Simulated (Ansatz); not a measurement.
Born–Oppenheimer molecular dynamics of a periodic cell of 16 atoms, WC (start crystal WC, start structure P-6m2, volume 1.1 times the crystal's). It goes on from the last frame of an earlier run, with new velocities.

Method: DFT r2SCAN, scalar-relativistic, plane waves, PAW (Ansatz). Settings: PAW set soft_1, cutoff 500 eV, k mesh 2x2x2, fermi-dirac smearing 0.24 eV, no spin polarisation.

| Property | Result |
| --- | --- |
| ensemble | NVT, Langevin thermostat |
| time step | 1 fs |
| steps asked | 149 |
| set temperature | 2240 K |
| friction | 0.02 /fs |
| temperature schedule | 112 steps to 300 K, then 37 steps to 300 K |
| seed | 535237 |

First frame:

```xyz
16
Lattice="-2.9957 -5.1887 0.0000 4.4935 -2.5943 0.0000 0.0000 0.0000 5.8448" Properties=species:S:1:pos:R:3
W 0.166 -5.042 0.003
C 1.602 -4.295 1.580
W -0.180 -5.024 2.941
C 1.540 -4.538 4.237
W -1.768 -2.659 0.124
C 0.120 -1.465 1.637
W -1.385 -2.302 3.046
C -0.292 -1.512 4.639
W 1.476 -2.490 -0.219
C 3.119 -1.647 1.581
W 1.611 -2.350 3.036
C 2.945 -1.467 4.344
W 0.080 0.040 0.145
C -1.257 -4.207 1.217
W -0.143 0.108 3.032
C -1.527 -4.252 4.423
```

(1) What does the run give?

(2) What happens to the structure?

(3) How do temperature and energy run in time?

Results:

(1) The run went to its last step.

```json
{
  "steps done": "149",
  "time covered": "149 fs",
  "mean temperature over the second half": "1209 K",
  "spread of the potential energy over the second half": "54.3 meV per atom",
  "mean potential energy of the second half above the start": "-256.1 meV per atom"
}
```

The schedule's set-point averaged 462 K over the second half and the system 1209 K, so it lags behind the ramp. A run of 0.15 ps of so small a system gives no equilibrium averages. Limits of this set-up: coarse k mesh.

(2) Mean squared displacements from the first frame to the last, about the centre of mass: W 0.05 Å², C 0.10 Å². The details hang on the random start.

(3) 
```json
{"time (fs)": "0", "T (K)": "2100", "potential energy less start (eV)": "0.000"}
{"time (fs)": "12", "T (K)": "1476", "potential energy less start (eV)": "1.106"}
{"time (fs)": "24", "T (K)": "2204", "potential energy less start (eV)": "-0.552"}
{"time (fs)": "36", "T (K)": "2116", "potential energy less start (eV)": "-0.834"}
{"time (fs)": "48", "T (K)": "2253", "potential energy less start (eV)": "-1.877"}
{"time (fs)": "60", "T (K)": "2086", "potential energy less start (eV)": "-3.265"}
{"time (fs)": "72", "T (K)": "1650", "potential energy less start (eV)": "-2.453"}
{"time (fs)": "84", "T (K)": "1647", "potential energy less start (eV)": "-3.161"}
{"time (fs)": "96", "T (K)": "1589", "potential energy less start (eV)": "-3.260"}
{"time (fs)": "108", "T (K)": "1250", "potential energy less start (eV)": "-4.017"}
{"time (fs)": "120", "T (K)": "1073", "potential energy less start (eV)": "-4.510"}
{"time (fs)": "132", "T (K)": "980", "potential energy less start (eV)": "-5.033"}
{"time (fs)": "144", "T (K)": "750", "potential energy less start (eV)": "-5.198"}
```

The run took 32 min on 2 threads of Arm Neoverse V1, on a shared host, peak memory 0.97 GiB.
